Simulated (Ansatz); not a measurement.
**SiHCl3 (trichlorosilane) at 6 levels**

Wanted: a comparison of 6 runs (SVWN5/def2-SVPD, r2SCAN0/def2-SVPD, revPBE/def2-SVPD, RPA@PBE/def2-SVPD, RPA@PBE0/def2-SVPD, CCSD(T)/def2-SVPD) of SiHCl3 (trichlorosilane). 

Program for the calculation: Ansatz 0.2.0.

44 further runs of the same task are left out: 2 that didn't finish, 42 set aside as unsound or not needed.

### 1 Starting point

SiHCl3 has 5 atoms, charge 0, and is taken as a singlet. As SMILES, `Cl[SiH](Cl)Cl`. The Si2–Cl3 distance was set to 3.653 Å, away from the relaxed value. At this shape a bond of the SMILES string is far longer than usual.

Bond lengths: Cl1–Si2 2.030 Å, Si2–Cl4 2.030 Å, Si2–H5 1.469 Å. Angles: Cl1–Si2–Cl4 109.5°, Cl1–Si2–H5 109.5°, Cl4–Si2–H5 109.4°. A long bond or contact: Si2–Cl3 3.653 Å.

### 2 The energy at SVWN5/def2-SVPD (run 1)

in.yaml reads:

```yaml
crystal:
  periodic: [false, false, false]
  atoms:
    - {symbol: Cl, position_ang: [1.611732, -2.128501, 1.345252]}
    - {symbol: Si, position_ang: [-0.160498, -1.569761, 0.528812]}
    - {symbol: Cl, position_ang: [0.017700, 1.933700, -0.491290]}
    - {symbol: Cl, position_ang: [-0.555218, -2.727591, -1.090818]}
    - {symbol: H, position_ang: [-1.230508, -1.736131, 1.521522]}
basis:
  gaussian:
    orbitals: def2-SVPD
hamiltonian:
  xc: {name: SVWN5}
accuracy: high
output: {orbitals: {seedname: orbitals}}
```

On the command line:

```bash
$ ansatz run in.yaml --threads 1 --pin off --max-ram 3480MiB --events-out events.jsonl --progress --plain --runs-dir runs
```

Standard output:

```text
Warning: RAYON_NUM_THREADS=1 ignored (pool sized by the plan → 1); use --threads N
Functional definition: SVWN5
  name "SVWN5"
  exchange = slater_x
  correlation = vwn5_c
2076 factors; integrals over basis functions are off by at most 3.7e-9 eV
mean field evaluation 1: about -45291.7227 eV, gradient 2.9e1 eV
mean field evaluation 2: about -45082.7819 eV, gradient 1.3e2 eV
mean field evaluation 4: about -45292.2354 eV, gradient 2.7e1 eV
mean field evaluation 8: about -45294.6900 eV, gradient 1.6e1 eV
mean field evaluation 16: about -45295.8609 eV, gradient 9.4e-7 eV
mean field -45295.86092926 eV, -1664.5921865131 hartree, gradient 7.3e-8 eV, S^2 0.000000; 0 other end points of the search recorded, 0 dependent functions left out
reference -45295.86093314 eV, -1664.5921866556 hartree; 33, 33 occupied and 80, 80 virtual orbitals, 2076 factors
Total energy: -45295.86093314 eV, -1664.5921866556 hartree
```

Wall time 3.6 s (1 thread of Intel Xeon 6975P-C (Granite Rapids), shared host); peak memory 0.3 GiB.

### 3 A single-point energy at r2SCAN0/def2-SVPD (run 2)

molecule.yaml reads:

```yaml
crystal:
  periodic: [false, false, false]
  atoms:
    - {symbol: Cl, position_ang: [1.611732, -2.128501, 1.345252]}
    - {symbol: Si, position_ang: [-0.160498, -1.569761, 0.528812]}
    - {symbol: Cl, position_ang: [0.017700, 1.933700, -0.491290]}
    - {symbol: Cl, position_ang: [-0.555218, -2.727591, -1.090818]}
    - {symbol: H, position_ang: [-1.230508, -1.736131, 1.521522]}
basis:
  gaussian: {orbitals: def2-SVPD}
accuracy: high
hamiltonian: {xc: {name: r2SCAN0}}
output: {orbitals: {seedname: orbitals}}
```

On the command line:

```bash
$ ansatz run molecule.yaml --threads 1 --pin off --max-ram 3480MiB --events-out events.jsonl --progress --plain --runs-dir runs
```

Standard output:

```text
Warning: RAYON_NUM_THREADS=1 ignored (pool sized by the plan → 1); use --threads N
Functional definition: r2SCAN0
  name "r2SCAN0"
  parameter a = 0.25
  parameter k0 = 0.174
  parameter k1 = 0.065
  parameter a1 = 4.9479
  exchange = (1 - a)*r2scan_x(k0 = k0, k1 = k1, a1 = a1) + a*exact_x
  correlation = r2scan_c
2076 factors; integrals over basis functions are off by at most 3.7e-9 eV
mean field evaluation 1: about -45441.0455 eV, gradient 2.8e1 eV
mean field evaluation 2: about -45312.0221 eV, gradient 1.7e2 eV
mean field evaluation 4: about -45444.5808 eV, gradient 3.4e0 eV
mean field evaluation 8: about -45444.6365 eV, gradient 8.0e-1 eV
mean field evaluation 16: about -45444.7415 eV, gradient 2.6e-3 eV
mean field -45444.74151454 eV, -1670.0634471073 hartree, gradient 6.2e-8 eV, S^2 0.000000; 0 other end points of the search recorded, 0 dependent functions left out
reference -45444.74151540 eV, -1670.0634471388 hartree; 33, 33 occupied and 80, 80 virtual orbitals, 2076 factors
Total energy: -45444.74151540 eV, -1670.0634471388 hartree
```

Run time: 14 s. Hardware: 1 thread of Intel Xeon 6975P-C (Granite Rapids), shared host; peak memory 0.49 GiB.

Runs 3 to 5 aren't shown in full; the table further down has their settings and results.

### 4 A single-point energy at CCSD(T)/def2-SVPD (run 6)

input.yaml reads:

```yaml
crystal:
  periodic: [false, false, false]
  atoms:
    - symbol: Cl
      position_ang: [1.611732, -2.128501, 1.345252]
    - symbol: Si
      position_ang: [-0.160498, -1.569761, 0.528812]
    - symbol: Cl
      position_ang: [0.017700, 1.933700, -0.491290]
    - symbol: Cl
      position_ang: [-0.555218, -2.727591, -1.090818]
    - symbol: H
      position_ang: [-1.230508, -1.736131, 1.521522]
basis:
  gaussian: {orbitals: def2-SVPD}
correlation: {method: ccsd_t, frozen_orbitals: {Cl: 5, H: 0, Si: 5}}
accuracy: high
scf: {omitted_lower_state_checks: [cluster_reference, increment]}
```

On the command line:

```bash
$ ansatz run input.yaml --threads 1 --pin off --max-ram 3480MiB --events-out events.jsonl --progress --plain --runs-dir runs
```

Standard output:

```text
Warning: RAYON_NUM_THREADS=1 ignored (pool sized by the plan → 1); use --threads N
[... 12 lines left out ...]
20 core orbitals not correlated: weight in the atoms' cores, before any rotation towards them, 1.000 or more for the frozen orbitals, at most 0.000 for the correlated occupied ones
[... 34 lines left out ...]
Total energy: -45391.65621704 eV, -1668.1125984067 hartree
Checks for a lower state left out: cluster_reference, increment
```

Run time: 25 s. Hardware: 1 thread of Intel Xeon 6975P-C (Granite Rapids), shared host; peak memory 0.77 GiB.

### 5 All runs side by side

```
run               level  frozen core orbitals   energy (Eh)  wall time
  1     SVWN5/def2-SVPD                     –  -1664.592187      3.6 s
  2   r2SCAN0/def2-SVPD                     –  -1670.063447       14 s
  3    revPBE/def2-SVPD                     –  -1669.893359      4.8 s
  4   RPA@PBE/def2-SVPD                    20  -1668.361300       13 s
  5  RPA@PBE0/def2-SVPD                    20  -1668.279534       18 s
  6   CCSD(T)/def2-SVPD                    20  -1668.112598       25 s
```

### 6 What came out

```
                                           quantity           value
                                run 6: total energy  -1668.11260 Eh
run 6: correlation energy (20 core orbitals frozen)      -618.0 mEh
                              run 6: (T) correction      -27.76 mEh
                               run 6: T1 diagnostic           0.040
```

**Reading.** Over runs 1, 2, 3 the HOMO–LUMO gap runs from 0.38 eV (SVWN5/def2-SVPD) to 2.32 eV (r2SCAN0/def2-SVPD). Totals of different functionals can't be ranked against each other. In run 6 the T1 diagnostic is large, so a single reference may not serve. In runs 4, 5, 6 the log says that unrestricted orbitals would lower the reference, so the values rest on an unstable closed-shell determinant (other closed-shell runs at this shape may share the fault). In runs 1, 2, 3, 4, 5, 6 a closed-shell determinant meets a far-stretched bond, which it describes badly. All runs together took 78 s, the longest 25 s.
